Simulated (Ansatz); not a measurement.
Runs of Ansatz 0.2.0 on AlO2. It takes space group Cmcm (No. 63, orthorhombic). The conventional cell has a = 2.976 Å, b = 10.806 Å, c = 3.647 Å, α = 90.00°, β = 90.00°, γ = 90.00°. Al (site symmetry m2m) is surrounded by 6 O at 1.87 to 2.02 Å. O (site symmetry m2m) has 2 Al at 1.88 Å as nearest neighbours. O (site symmetry m2m) is surrounded by 4 Al at 1.87 to 2.02 Å. The cell comes from a database or a generator and needn't be the stable form of this composition.

```tsv
cell	target pressure (GPa)	gap on the mesh (eV)	pressure (GPa)
relaxed to 5 GPa	5	(a)	5.0
relaxed to 10 GPa	10	1.07	10.0
relaxed to 2 GPa	2	1.00	2.0
relaxed to 30 GPa	30	1.20	30.0
relaxed to 20 GPa	20	(b)	20.0
relaxed	0	0.98	0.0
```

Alike in all rows: task relaxation of cell and atoms; level PBEsol; potentials or basis Ansatz PAW; no spin polarisation; k mesh 9 × 9 × 7; cutoff (eV) 420; smearing fermi-dirac 0.05 eV.

**Question.** Fill in the values left out.

**Answer.** (a) 1.03; (b) 1.14.

Caveats: odd divisions of the mesh miss points on the zone boundary, where band edges often lie, so the gap on the mesh can be too wide; the plane-wave basis is chosen anew once the cell has moved, so the energies of steps on either side of that aren't comparable; the PAW data sets come from PBE, with cores solved anew for the run's functional, which leaves a small shift of forces and pressure.

A k mesh can miss the band edges.
